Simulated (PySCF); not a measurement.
# WSe2: a ladder of methods

Aim: at the PBE0 minimum of singlet WSe2, found before, compare methods on energies and levels.

Program: PySCF 2.14.0. Level of theory: several methods, basis W def2-TZVP with ECP60, Se def2-TZVP, scalar-relativistic core potentials, no spin–orbit coupling, density fitting. These are calculated values, not measurements.

### Step 1. The system as given

3 atoms, charge 0, spin multiplicity 1.

Bond lengths: W1–Se2 2.215 Å, W1–Se3 2.215 Å. Angles: Se2–W1–Se3 108.3°.

Z-matrix (Å, degrees; charge 0 multiplicity 1):
```
W
Se 1 2.2154
Se 1 2.2154 2 108.30
```

### Step 2. PBE0

One driver script runs all steps and calls PySCF; scf.py shows the equivalent input of each level. Each SCF starts from the density of the minimum. The driver also runs the species with one electron less or more at the same geometry (one less: multiplicity 2, one more: multiplicity 2); their logs are not shown.

scf.py reads:

```python
from pyscf import gto, scf, dft
mol = gto.M(atom='''
W     -0.056802    -0.600551     0.000000
Se     0.065374     0.691170     1.795697
Se     0.065374     0.691170    -1.795697''',
    basis={'W': 'def2-TZVP', 'Se': 'def2-TZVP'},
    ecp={'W': 'def2-TZVP'},
    charge=0, spin=0)
mf = dft.RKS(mol, xc='PBE0')
mf.grids.atom_grid = (99, 590)
aux = {'W': 'def2-universal-JKFIT', 'Se': 'def2-universal-JKFIT'}
mf = mf.density_fit(auxbasis=aux)
mf.kernel()
```

Output:

```text
init E= -4869.62615962202
  HOMO = -0.219989180081067  LUMO = -0.134370772998172  gap/eV = 2.32980
cycle= 1 E= -4869.62615963114  delta_E= -9.11e-09  |g|= 1.9e-05  |ddm|= 0.000247
  HOMO = -0.219990948715525  LUMO = -0.134372160176027  gap/eV = 2.32981
cycle= 2 E= -4869.62615963107  delta_E= 6.46e-11  |g|= 2.94e-05  |ddm|= 4.97e-05
  HOMO = -0.219982573348074  LUMO = -0.134365621887776  gap/eV = 2.32976
Extra cycle  E= -4869.62615962701  delta_E= 4.06e-09  |g|= 0.000128  |ddm|= 0.000118
converged SCF energy = -4869.62615962701
```

This level, with the species of one electron less or more, took 15 s on 8 threads, shared host.

- energy: -4869.626160 Eh
- one electron less (charge +1): -4869.360985 Eh (doublet, ⟨S²⟩ 0.94)
- one electron more (charge -1): -4869.715003 Eh (doublet, ⟨S²⟩ 1.39)
- Mulliken charge of W1: +0.37 e

### Step 3. HF

Edit scf.py of step 2 so:

```diff
@@ -9,2 +9 @@
-mf = dft.RKS(mol, xc='PBE0')
-mf.grids.atom_grid = (99, 590)
+mf = scf.RHF(mol)
```

Output, shortened:

```text
[... the frontier levels of the middle cycles are left out ...]
init E= -4866.01772083526
  HOMO = -0.285476569118442  LUMO = -0.00222176454460488  gap/eV = 7.70776
cycle= 1 E= -4866.0376750508  delta_E= -0.02  |g|= 0.259  |ddm|= 0.491
  HOMO = -0.332047385554646  LUMO = -0.0687942153904798  gap/eV = 7.16348
cycle= 2 E= -4866.01472958056  delta_E= 0.0229  |g|= 0.395  |ddm|= 0.547
  HOMO = -0.321836455510043  LUMO = -0.0267512625473286  gap/eV = 8.02968
cycle= 3 E= -4866.05351608707  delta_E= -0.0388  |g|= 0.0413  |ddm|= 0.346
cycle= 4 E= -4866.05448559777  delta_E= -0.00097  |g|= 0.0165  |ddm|= 0.0697
cycle= 5 E= -4866.05501847553  delta_E= -0.000533  |g|= 0.0098  |ddm|= 0.0577
cycle= 6 E= -4866.05541179116  delta_E= -0.000393  |g|= 0.00774  |ddm|= 0.0582
cycle= 7 E= -4866.05562562416  delta_E= -0.000214  |g|= 0.00659  |ddm|= 0.0382
cycle= 8 E= -4866.05593004341  delta_E= -0.000304  |g|= 0.00555  |ddm|= 0.0644
cycle= 9 E= -4866.05631248192  delta_E= -0.000382  |g|= 0.00415  |ddm|= 0.102
cycle= 10 E= -4866.05660434848  delta_E= -0.000292  |g|= 0.00292  |ddm|= 0.111
cycle= 11 E= -4866.05675169036  delta_E= -0.000147  |g|= 0.00177  |ddm|= 0.09
cycle= 12 E= -4866.05681877967  delta_E= -6.71e-05  |g|= 0.00145  |ddm|= 0.0854
cycle= 13 E= -4866.05682701724  delta_E= -8.24e-06  |g|= 0.00053  |ddm|= 0.0201
cycle= 14 E= -4866.05683028369  delta_E= -3.27e-06  |g|= 0.000377  |ddm|= 0.0216
cycle= 15 E= -4866.05683058951  delta_E= -3.06e-07  |g|= 0.00011  |ddm|= 0.00531
cycle= 16 E= -4866.05683059898  delta_E= -9.47e-09  |g|= 3.34e-05  |ddm|= 0.000933
cycle= 17 E= -4866.0568306004  delta_E= -1.42e-09  |g|= 1.18e-05  |ddm|= 0.000292
cycle= 18 E= -4866.05683060046  delta_E= -5.46e-11  |g|= 4.26e-06  |ddm|= 3.59e-05
  HOMO = -0.327558052758576  LUMO = -0.0379171154582537  gap/eV = 7.88153
Extra cycle  E= -4866.05683060048  delta_E= -2e-11  |g|= 2.88e-06  |ddm|= 1.02e-05
converged SCF energy = -4866.05683060048
```

This level, with the species of one electron less or more, took 7.6 s.

| Item | Value |
| --- | --- |
| energy | -4866.056831 Eh |
| one electron less (charge +1) | -4865.856297 Eh (doublet, ⟨S²⟩ 2.47) |
| one electron more (charge -1) | -4866.162813 Eh (doublet, ⟨S²⟩ 1.65) |
| Mulliken charge of W1 | +0.71 e |

### Step 4. PBE

Edit scf.py of step 3 so:

```diff
@@ -9 +9,2 @@
-mf = scf.RHF(mol)
+mf = dft.RKS(mol, xc='PBE')
+mf.grids.atom_grid = (99, 590)
```

Output, shortened:

```text
[... the frontier levels of the middle cycles are left out ...]
init E= -4869.54106593509
  HOMO = -0.183400720622374  LUMO = -0.168177260092959  gap/eV = 0.41425
cycle= 1 E= -4869.52109700368  delta_E= 0.02  |g|= 0.326  |ddm|= 0.333
  HOMO = -0.115925010879227  LUMO = -0.092775774664884  gap/eV = 0.62992
cycle= 2 E= -4868.833110742  delta_E= 0.688  |g|= 1.43  |ddm|= 1.73
  HOMO = -0.193806621415476  LUMO = -0.173075921260305  gap/eV = 0.56411
cycle= 3 E= -4869.51817914497  delta_E= -0.685  |g|= 0.312  |ddm|= 1.85
cycle= 4 E= -4869.53680455704  delta_E= -0.0186  |g|= 0.182  |ddm|= 0.259
cycle= 5 E= -4869.54479590285  delta_E= -0.00799  |g|= 0.0622  |ddm|= 0.114
cycle= 6 E= -4869.54567304908  delta_E= -0.000877  |g|= 0.0204  |ddm|= 0.116
cycle= 7 E= -4869.54580632717  delta_E= -0.000133  |g|= 0.00722  |ddm|= 0.0583
cycle= 8 E= -4869.5458203024  delta_E= -1.4e-05  |g|= 0.00305  |ddm|= 0.024
cycle= 9 E= -4869.54582416501  delta_E= -3.86e-06  |g|= 0.00143  |ddm|= 0.0126
cycle= 10 E= -4869.54582528299  delta_E= -1.12e-06  |g|= 0.000218  |ddm|= 0.00509
cycle= 11 E= -4869.5458252819  delta_E= 1.09e-09  |g|= 0.000213  |ddm|= 0.000539
cycle= 12 E= -4869.54582529999  delta_E= -1.81e-08  |g|= 2.89e-05  |ddm|= 0.000306
cycle= 13 E= -4869.5458253002  delta_E= -2.08e-10  |g|= 6.12e-06  |ddm|= 3.76e-05
  HOMO = -0.177385149535672  LUMO = -0.161490088048458  gap/eV = 0.43253
Extra cycle  E= -4869.54582529956  delta_E= 6.37e-10  |g|= 4.57e-05  |ddm|= 9.22e-05
converged SCF energy = -4869.54582529956
```

This level, with the species of one electron less or more, took 33 s.

```
energy                        : -4869.545825 Eh
one electron less (charge +1) : -4869.281208 Eh (doublet, ⟨S²⟩ 0.81)
one electron more (charge -1) : -4869.620924 Eh (doublet, ⟨S²⟩ 1.22)
Mulliken charge of W1         : +0.26 e
```

### Step 5. r2SCAN

Edit scf.py of step 4 so:

```diff
@@ -9 +9 @@
-mf = dft.RKS(mol, xc='PBE')
+mf = dft.RKS(mol, xc='R2SCAN')
```

Output, shortened:

```text
[... the frontier levels of the middle cycles are left out ...]
init E= -4870.22073431024
  HOMO = -0.191023961042088  LUMO = -0.164790405788365  gap/eV = 0.71385
cycle= 1 E= -4870.22119846932  delta_E= -0.000464  |g|= 0.084  |ddm|= 0.231
  HOMO = -0.164774886517678  LUMO = -0.140371750229595  gap/eV = 0.66404
cycle= 2 E= -4870.15740330051  delta_E= 0.0638  |g|= 0.475  |ddm|= 0.524
  HOMO = -0.186637702991518  LUMO = -0.159179708600132  gap/eV = 0.74717
cycle= 3 E= -4870.22258777357  delta_E= -0.0652  |g|= 0.0387  |ddm|= 0.448
cycle= 4 E= -4870.22297614104  delta_E= -0.000388  |g|= 0.0136  |ddm|= 0.0395
cycle= 5 E= -4870.22301761496  delta_E= -4.15e-05  |g|= 0.00608  |ddm|= 0.0138
cycle= 6 E= -4870.22302712952  delta_E= -9.51e-06  |g|= 0.000502  |ddm|= 0.00481
cycle= 7 E= -4870.22302718603  delta_E= -5.65e-08  |g|= 0.000133  |ddm|= 0.000594
cycle= 8 E= -4870.22302718155  delta_E= 4.48e-09  |g|= 0.000165  |ddm|= 0.00032
cycle= 9 E= -4870.22302719163  delta_E= -1.01e-08  |g|= 3.27e-05  |ddm|= 0.000198
cycle= 10 E= -4870.2230271919  delta_E= -2.69e-10  |g|= 1.73e-05  |ddm|= 6.2e-05
  HOMO = -0.18592235978007  LUMO = -0.159075482836119  gap/eV = 0.73054
Extra cycle  E= -4870.22302719153  delta_E= 3.69e-10  |g|= 3.77e-05  |ddm|= 9.58e-05
converged SCF energy = -4870.22302719153
```

This level, with the species of one electron less or more, took 36 s.

* energy: -4870.223027 Eh
* one electron less (charge +1): -4869.961655 Eh (doublet, ⟨S²⟩ 0.88)
* one electron more (charge -1): -4870.316804 Eh (doublet, ⟨S²⟩ 1.46)
* Mulliken charge of W1: +0.36 e

### Step 6. The ladder

| level | atomisation energy (kJ/mol) | vertical ionisation energy (eV) | vertical electron affinity (eV) | −ε(HOMO) (eV) | gap (eV) | dipole (D) | wall time |
| --- | --- | --- | --- | --- | --- | --- | --- |
| PBE0 | 803 | 7.22 | 2.42 | 5.99 | 2.33 | 2.34 | 15 s |
| HF | 215 | 5.46 | 2.88 | 8.91 | 7.88 | 4.84 | 7.6 s |
| PBE | 909 | 7.20 | 2.04 | 4.83 | 0.43 | 1.66 | 33 s |
| r2SCAN | 826 | 7.11 | 2.55 | 5.06 | 0.73 | 2.41 | 36 s |

Times are for 8 threads, shared host; PBE0 starts from its own converged density, so its time is not comparable. A dash stands where a species or a free atom was not run at that level, or the quantity is not defined.

Atomisation goes to high-spin atoms in their ground configurations, run at the same level, without zero-point energy.

### Step 7. What came out

| quantity | value |
| --- | --- |
| atomisation energy, range | 215 (HF) to 909 (PBE) kJ/mol |
| vertical ionisation energy, range | 5.46 (HF) to 7.22 (PBE0) eV |
| vertical electron affinity, range | 2.04 (PBE) to 2.88 (HF) eV |
| orbital gap, range | 0.43 (PBE) to 7.88 (HF) eV |

What this shows: The atomisation energy spreads over 694 kJ/mol, from HF to PBE; without a CCSD(T) value for it there is no yardstick here. Spin contamination is strong in at least one of the open-shell species at PBE0, HF, PBE, r2SCAN. Without diffuse functions electron affinities tend to come out too low. A stability analysis at the minimum finds the closed shell unstable towards spin polarisation: an open-shell solution lies lower, and these values are not those of the lowest state. Spin–orbit coupling, left out here, can matter for elements this heavy.
